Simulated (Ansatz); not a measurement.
SbPb, space group Cmmm, a series of slab calculations

Program: Ansatz 0.2.0 through its Python package.

`sbpb.cif`
```cif
data_SbPb
_cell_length_a 3.390162
_cell_length_b 3.390162
_cell_length_c 5.453475
_cell_angle_alpha 90.00000
_cell_angle_beta 90.00000
_cell_angle_gamma 104.48694
_symmetry_space_group_name_H-M 'P 1'
_symmetry_Int_Tables_number 1
loop_
_symmetry_equiv_pos_as_xyz
'x, y, z'
loop_
_atom_site_label
_atom_site_type_symbol
_atom_site_fract_x
_atom_site_fract_y
_atom_site_fract_z
Sb1 Sb    0.500000    0.500000    0.500000
Pb2 Pb    0.000000    0.000000    0.000000
```

Notebook, run cell by cell (the value of a cell's last expression is shown):

**Cell 1**
```python
import warnings

import ansatz as az
from ase.build import surface
from ase.io import read
import numpy as np
from tabulate import tabulate
```

**Cell 2**
```python
warnings.simplefilter("ignore", az.DeckWarning)
```

**Cell 3**
```python
atoms = read("sbpb.cif")
# Miller indices count the vectors of the cell as typed
rows = []
for value in [3.0, 4.0, 5.0, 6.5, 8.0]:
    slab = surface(atoms, (0, 1, 0), 2, vacuum=value)
    slab.pbc = True
    base = (
        az.Crystal.from_ase(slab).calculation()
        .functional(az.Functional.R2SCAN)
        .basis(600)
        .occupations(az.OccupationsMethod.COLD, width=50 * az.meV)
        .kpoints(3, 5, 1)
        .electric_field(axis=3, dipole_correction=True)
    )
    report = base.run(threads=1).report
    face = report["work_function"]
    rows.append((value, len(slab), report["free_energy_ev"], face["dipole_moment_e_ang"], face.get("phi_plus_ev"), face.get("phi_minus_ev")))
```
Output:
```text
RunWarning: efield: at this solve's end the planar-averaged density reaches 2.22e-2 e/Å³ inside the ramp window [0.8585, 0.1415] (bound 1e-5 e/Å³); the window's nearer edge stands 1.45 Å from this solve's nearest atom along the axis. Its work functions, free [...]
```

**Cell 4**
```python
print(tabulate(rows, headers=["vacuum each side (A)", "atoms", "F (eV)", "dipole (e A)", "phi upper (eV)", "phi lower (eV)"], floatfmt=".4f", missingval="-"))
```
Output:
```text
  vacuum each side (A)    atoms       F (eV)    dipole (e A)    phi upper (eV)    phi lower (eV)
----------------------  -------  -----------  --------------  ----------------  ----------------
                3.0000        4  -36838.4808         -0.0928            4.0252            3.2442
                4.0000        4  -36838.4883         -0.0894            4.4312            3.5650
                5.0000        4  -36838.4901         -0.0886            4.4725            3.6049
                6.5000        4  -36838.4903         -0.0883            4.4760            3.6117
                8.0000        4  -36838.4903         -0.0882            4.4756            3.6125
```

Notes:
- Total energies depend on the potentials; only differences at equal settings carry meaning. A total without «per atom» is that of the cell as typed.
- The density doesn't vanish in the vacuum (a short gap or a low cutoff), which blurs the vacuum level.
- For a metal this k-point mesh is coarse: on a finer one energies can move by several to tens of meV an atom and pressures by half a GPa or more, differences at one mesh by less.
- Spin-orbit coupling, which matters for elements this heavy, is left out.
- The structure comes from a database of computed cells and needn't be a stable or known phase.
- Warnings are shown shortened and without file and line.
- The slabs are thin, unrelaxed cuts of the structure as given, on a modest mesh, so the surface energy isn't converged; Miller indices refer to the cell as typed, and unlike faces give only a mean.
- The script silences the warnings on its input, which a real study should read.
- Finished in 3.1 min on 1 thread of Intel(R) Xeon(R) Processor @ 2.50GHz (Skylake/Cascade Lake), on a shared host, peak memory 1.4 GiB.

(Lines on the test bed's own set-up are left out of the output.)
